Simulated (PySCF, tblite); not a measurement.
# C7H9FO: a rotation path, then NMR shifts on frames, part 2 of 2

tblite 0.8.0 and PySCF 2.14.0. Atoms count from 0. The steps go on from the part before.

### 5 Shielding tensors: image 5, PBE0/pcSseg-1

What the job is given:

```
{"job": {"kind": "nmr", "xc": "PBE0", "basis": "pcSseg-1", "pop": false}, "charge": 0, "multiplicity": 1}
C     -0.684200     1.478900    -2.181000
C     -0.612400     0.497800    -1.496900
C     -0.626600    -0.675700    -0.662900
C     -1.624800    -0.600700     0.520900
C     -0.469000    -0.703400     1.526600
C      0.521500    -0.930900     0.367500
F      0.868100    -2.266400     0.297900
O      1.743200    -0.287300     0.393200
C      1.861200     1.031100    -0.092000
H     -0.707500     2.336400    -2.784000
H     -0.753500    -1.558400    -1.295800
H     -2.315100    -1.439700     0.554700
H     -2.186400     0.330000     0.563400
H     -0.512700    -1.536600     2.223400
H     -0.262900     0.214300     2.072000
H      1.850700     1.053500    -1.184400
H      1.073200     1.685400     0.290800
H      2.828500     1.377900     0.268400
```

With the program's defaults for keys left out, this is: GIAO PBE0/pcSseg-1 NMR shielding, non-relativistic, gas phase.

Output:

```text
coarse grid: 15360 points
cycle   1  E = -446.3695913325  dE =  1.371e+00  |g| = 7.805e-01  |ddm| = 3.967e+00
cycle   2  E = -446.2825050263  dE =  8.709e-02  |g| = 1.088e+00  |ddm| = 1.582e+00
cycle   3  E = -446.4809619979  dE = -1.985e-01  |g| = 1.296e-01  |ddm| = 9.605e-01
cycle   4  E = -446.4836724964  dE = -2.710e-03  |g| = 7.188e-02  |ddm| = 1.639e-01
cycle   5  E = -446.4847668437  dE = -1.094e-03  |g| = 2.739e-02  |ddm| = 6.363e-02
cycle   6  E = -446.4849388443  dE = -1.720e-04  |g| = 5.200e-03  |ddm| = 2.374e-02
cycle   7  E = -446.4849447319  dE = -5.888e-06  |g| = 1.352e-03  |ddm| = 5.255e-03
final grid: 149616 points
cycle   8  E = -446.5601166422  dE = -6.148e-05  |g| = 1.255e-02  |ddm| = 5.719e-02
cycle   9  E = -446.5600852072  dE =  3.144e-05  |g| = 1.830e-02  |ddm| = 2.333e-02
cycle  10  E = -446.5601474900  dE = -6.228e-05  |g| = 1.665e-03  |ddm| = 1.482e-02
cycle  11  E = -446.5601480137  dE = -5.237e-07  |g| = 6.206e-04  |ddm| = 1.680e-03
cycle  12  E = -446.5601480897  dE = -7.600e-08  |g| = 2.783e-04  |ddm| = 6.055e-04
cycle  13  E = -446.5601481082  dE = -1.848e-08  |g| = 4.934e-05  |ddm| = 2.488e-04
cycle  14  E = -446.5601481087  dE = -4.741e-10  |g| = 1.696e-05  |ddm| = 5.716e-05
converged SCF energy = -446.5601481087

GIAO shielding tensors (ppm)
atom      isotropic    diamagn.    paramagn.     s11        s22        s33       span
  0 C      100.786     258.769    -157.983     35.229     45.436    221.694    186.465
  1 C       97.685     260.458    -162.773     -9.158      5.836    296.377    305.535
  2 C      145.825     250.300    -104.475    129.302    137.882    170.292     40.989
  3 C      166.112     250.531     -84.418    144.342    170.482    183.512     39.169
  4 C      150.747     252.352    -101.605    127.274    147.647    177.320     50.046
  5 C       69.770     239.186    -169.416     47.701     57.158    104.450     56.749
  6 F      268.546     475.217    -206.671    195.379    262.566    347.695    152.316
  7 O      247.313     394.621    -147.307    175.563    226.916    339.461    163.898
  8 C      129.581     245.099    -115.518    106.790    112.410    169.544     62.754
  9 H       29.669      34.330      -4.661     25.148     25.307     38.552     13.404
 10 H       27.992      29.090      -1.098     24.184     28.133     31.657      7.473
 11 H       29.514      29.410       0.105     26.242     26.713     35.588      9.346
 12 H       29.962      29.772       0.190     26.960     28.080     34.846      7.886
 13 H       29.119      29.488      -0.369     25.794     26.975     34.589      8.795
 14 H       29.057      30.616      -1.559     26.655     27.427     33.089      6.434
 15 H       26.840      29.945      -3.105     21.807     27.063     31.650      9.843
 16 H       27.752      30.541      -2.789     24.434     26.779     32.043      7.609
 17 H       27.928      28.094      -0.167     23.919     26.113     33.750      9.831
```

It took 74 s on 1 thread, shared host.

This run: δ C5 117.2, C1 89.2, C0 86.1, C8 57.3, H15 4.88, H16 3.97 ppm.

### 6 Nuclear shieldings: image 6, PBE0/pcSseg-1

What the job is given:

```
{"job": {"kind": "nmr", "xc": "PBE0", "basis": "pcSseg-1", "pop": false}, "charge": 0, "multiplicity": 1}
C     -0.665300     1.360400    -2.323100
C     -0.628000     0.411100    -1.593000
C     -0.667500    -0.717000    -0.699500
C     -1.597500    -0.539300     0.527100
C     -0.400600    -0.672300     1.481200
C      0.525800    -0.959400     0.282000
F      0.859100    -2.295000     0.249900
O      1.754300    -0.336500     0.173000
C      1.809600     1.068700     0.055300
H     -0.662300     2.190000    -2.964700
H     -0.862100    -1.623500    -1.278600
H     -2.334900    -1.331500     0.628400
H     -2.099000     0.425500     0.558500
H     -0.444400    -1.502500     2.182100
H     -0.145100     0.236100     2.020600
H      1.566700     1.386600    -0.960100
H      1.141700     1.571700     0.759200
H      2.840600     1.333200     0.283600
```

With the program's defaults for keys left out, this is: GIAO PBE0/pcSseg-1 NMR shielding, non-relativistic, gas phase.

Output:

```text
coarse grid: 15360 points
cycle   1  E = -446.3725932476  dE =  1.372e+00  |g| = 7.768e-01  |ddm| = 3.971e+00
cycle   2  E = -446.2862665201  dE =  8.633e-02  |g| = 1.083e+00  |ddm| = 1.577e+00
cycle   3  E = -446.4832738020  dE = -1.970e-01  |g| = 1.287e-01  |ddm| = 9.571e-01
cycle   4  E = -446.4859797333  dE = -2.706e-03  |g| = 6.919e-02  |ddm| = 1.613e-01
cycle   5  E = -446.4869729880  dE = -9.933e-04  |g| = 2.786e-02  |ddm| = 6.248e-02
cycle   6  E = -446.4871515009  dE = -1.785e-04  |g| = 5.350e-03  |ddm| = 2.365e-02
cycle   7  E = -446.4871577036  dE = -6.203e-06  |g| = 1.416e-03  |ddm| = 5.343e-03
final grid: 149616 points
cycle   8  E = -446.5624158289  dE = -5.341e-05  |g| = 1.299e-02  |ddm| = 5.623e-02
cycle   9  E = -446.5623797793  dE =  3.605e-05  |g| = 1.925e-02  |ddm| = 2.423e-02
cycle  10  E = -446.5624486579  dE = -6.888e-05  |g| = 1.762e-03  |ddm| = 1.549e-02
cycle  11  E = -446.5624492568  dE = -5.989e-07  |g| = 6.454e-04  |ddm| = 1.732e-03
cycle  12  E = -446.5624493435  dE = -8.671e-08  |g| = 2.620e-04  |ddm| = 6.188e-04
cycle  13  E = -446.5624493597  dE = -1.622e-08  |g| = 4.593e-05  |ddm| = 2.359e-04
cycle  14  E = -446.5624493601  dE = -4.007e-10  |g| = 1.618e-05  |ddm| = 5.547e-05
converged SCF energy = -446.5624493601

GIAO shielding tensors (ppm)
atom      isotropic    diamagn.    paramagn.     s11        s22        s33       span
  0 C      102.760     258.551    -155.791     35.413     45.233    227.634    192.221
  1 C       97.408     259.985    -162.578     -7.219      3.241    296.201    303.421
  2 C      145.350     251.585    -106.235    127.302    138.592    170.157     42.855
  3 C      166.649     250.371     -83.722    146.068    170.233    183.646     37.578
  4 C      154.499     252.788     -98.289    126.887    159.024    177.586     50.699
  5 C       68.560     239.147    -170.587     46.613     55.476    103.591     56.978
  6 F      270.427     474.935    -204.508    199.901    262.309    349.071    149.170
  7 O      250.094     394.586    -144.492    203.071    217.293    329.918    126.847
  8 C      131.405     245.630    -114.225    106.017    111.723    176.475     70.458
  9 H       29.807      34.242      -4.435     25.182     25.289     38.951     13.769
 10 H       28.045      29.076      -1.031     24.298     28.125     31.713      7.415
 11 H       29.534      29.414       0.120     26.231     26.669     35.704      9.473
 12 H       29.995      29.841       0.153     27.108     28.054     34.822      7.714
 13 H       29.288      29.624      -0.336     25.776     27.041     35.048      9.272
 14 H       28.739      30.889      -2.150     26.044     27.391     32.782      6.738
 15 H       26.403      30.355      -3.952     19.745     28.000     31.465     11.720
 16 H       28.224      30.569      -2.345     25.411     26.476     32.784      7.373
 17 H       27.958      28.213      -0.255     23.781     25.921     34.173     10.392
```

It took 84 s on 1 thread, shared host.

In short: δ C5 118.4, C1 89.5, C0 84.2, C8 55.5, H15 5.31, H17 3.76 ppm.

### 7 Nuclear shieldings: image 8, PBE0/pcSseg-1

What the job is given:

```
{"job": {"kind": "nmr", "xc": "PBE0", "basis": "pcSseg-1", "pop": false}, "charge": 0, "multiplicity": 1}
C     -0.552100     1.157500    -2.541000
C     -0.626700     0.271500    -1.738800
C     -0.718400    -0.766000    -0.745000
C     -1.575300    -0.436700     0.500900
C     -0.360600    -0.653300     1.417200
C      0.521500    -0.952700     0.188800
F      0.930400    -2.266700     0.181200
O      1.680200    -0.244000    -0.069400
C      1.724200     1.117200     0.297400
H     -0.486700     1.920000    -3.258200
H     -0.979900    -1.711700    -1.224400
H     -2.399100    -1.126000     0.667300
H     -1.955000     0.583200     0.502500
H     -0.433600    -1.515500     2.076200
H     -0.059600     0.213700     1.997400
H      0.818200     1.648500    -0.004600
H      1.887400     1.237800     1.373700
H      2.576300     1.529300    -0.239400
```

Level: GIAO PBE0/pcSseg-1 NMR shielding, non-relativistic, gas phase.

Output:

```text
coarse grid: 15360 points
cycle   1  E = -446.3764360464  dE =  1.371e+00  |g| = 7.768e-01  |ddm| = 3.984e+00
cycle   2  E = -446.2912759142  dE =  8.516e-02  |g| = 1.080e+00  |ddm| = 1.497e+00
cycle   3  E = -446.4877739636  dE = -1.965e-01  |g| = 1.249e-01  |ddm| = 8.747e-01
cycle   4  E = -446.4903430403  dE = -2.569e-03  |g| = 6.573e-02  |ddm| = 1.517e-01
cycle   5  E = -446.4912189559  dE = -8.759e-04  |g| = 2.811e-02  |ddm| = 6.019e-02
cycle   6  E = -446.4914015576  dE = -1.826e-04  |g| = 5.251e-03  |ddm| = 2.294e-02
cycle   7  E = -446.4914074926  dE = -5.935e-06  |g| = 1.391e-03  |ddm| = 5.111e-03
final grid: 149616 points
cycle   8  E = -446.5655652466  dE = -5.555e-05  |g| = 1.269e-02  |ddm| = 6.354e-02
cycle   9  E = -446.5655322664  dE =  3.298e-05  |g| = 1.859e-02  |ddm| = 2.219e-02
cycle  10  E = -446.5655966858  dE = -6.442e-05  |g| = 1.662e-03  |ddm| = 1.391e-02
cycle  11  E = -446.5655972251  dE = -5.392e-07  |g| = 5.776e-04  |ddm| = 1.646e-03
cycle  12  E = -446.5655972898  dE = -6.472e-08  |g| = 2.646e-04  |ddm| = 5.775e-04
cycle  13  E = -446.5655973065  dE = -1.667e-08  |g| = 4.561e-05  |ddm| = 2.292e-04
cycle  14  E = -446.5655973069  dE = -4.019e-10  |g| = 1.576e-05  |ddm| = 4.969e-05
converged SCF energy = -446.5655973069

GIAO shielding tensors (ppm)
atom      isotropic    diamagn.    paramagn.     s11        s22        s33       span
  0 C      103.454     258.289    -154.836     34.419     44.606    231.335    196.916
  1 C       99.438     259.515    -160.077     -6.007      6.707    297.614    303.621
  2 C      145.392     253.558    -108.165    125.461    140.650    170.066     44.606
  3 C      166.858     249.943     -83.085    147.784    169.709    183.082     35.298
  4 C      155.474     253.763     -98.289    129.249    157.673    179.500     50.251
  5 C       68.285     240.005    -171.720     47.161     54.439    103.255     56.094
  6 F      268.726     474.417    -205.691    196.078    265.118    344.982    148.904
  7 O      265.807     395.330    -129.523    199.140    264.497    333.784    134.645
  8 C      131.092     245.802    -114.710    103.050    111.366    178.859     75.809
  9 H       29.744      34.261      -4.517     24.852     25.210     39.170     14.318
 10 H       28.124      28.931      -0.807     24.404     27.973     31.994      7.590
 11 H       29.557      29.447       0.110     26.157     26.568     35.944      9.788
 12 H       30.115      29.934       0.181     27.311     28.279     34.754      7.443
 13 H       29.292      29.929      -0.636     25.762     27.169     34.946      9.183
 14 H       28.717      31.488      -2.771     25.133     27.824     33.195      8.063
 15 H       27.682      30.989      -3.306     22.998     28.205     31.845      8.847
 16 H       28.041      29.425      -1.384     24.193     25.529     34.402     10.209
 17 H       27.716      28.662      -0.946     24.127     25.068     33.952      9.826
```

Wall time 77 s (1 thread, shared host).

This run: δ C5 118.6, C1 87.5, C0 83.5, C8 55.8, H15 4.03, H17 4.00 ppm.

### 8 Comparing the runs: NMR shifts

Shifts (ppm) of some atoms, chosen among heavy atoms and hydrogens apart, with basis size and wall time:

```csv
frame,C0,C8,C4,H16,H15,F6,O7,functions,time
image 0,81.9,51.9,37.2,4.23,3.74,-127.5,87.9,198,99 s
image 2,83.5,54.9,37.6,5.07,3.60,-105.0,90.5,198,77 s
image 5,86.1,57.3,36.2,3.97,4.88,-97.6,88.8,198,74 s
image 6,84.2,55.5,32.4,3.49,5.31,-99.5,86.0,198,84 s
image 8,83.5,55.8,31.5,3.68,4.03,-97.8,70.3,198,77 s
```

### 9 Outcome

What follows sums up all 2 parts.

| quantity | value |
| --- | --- |
| barrier | 0.297 eV (6.9 kcal/mol) at image 5 |
| end to end (GFN2-xTB) | 0.215 eV |
| 13C shifts against TMS (PBE0/pcSseg-1, image 0) | 118.2, 87.9, 81.9, 51.9, 37.9, 37.2, 19.8 ppm |
| 1H shifts against TMS (PBE0/pcSseg-1, image 0) | 4.23, 3.74, 3.55, 3.37, 2.69, 2.57, 2.19, 1.90, 1.76 ppm |
| 19F shifts against CFCl3 (PBE0/pcSseg-1, image 0) | -127.5 ppm |
| 17O shifts against H2O (PBE0/pcSseg-1, image 0) | 87.9 ppm |
| surface potential, 1st and 99th percentile | -1.23 V and 1.29 V |
| range of the shift of F6 | -127.5 to -97.6 ppm |

In words: Along the band the dihedral turns by 142°, and the top (dihedral -85°) lies 6.9 kcal/mol above the start (GFN2-xTB, rough), so at room temperature this motion is fast. The top was not checked by a frequency run. Shifts at one fixed geometry are not the observed spectrum, which averages over the motion. In the first frame run (image 0): The widest tensor belongs to C1: span 306 ppm, with a paramagnetic part of -162 ppm. Across the 5 runs the shift of F6 moves most, between -127.5 (image 0) and -97.6 ppm (image 5).
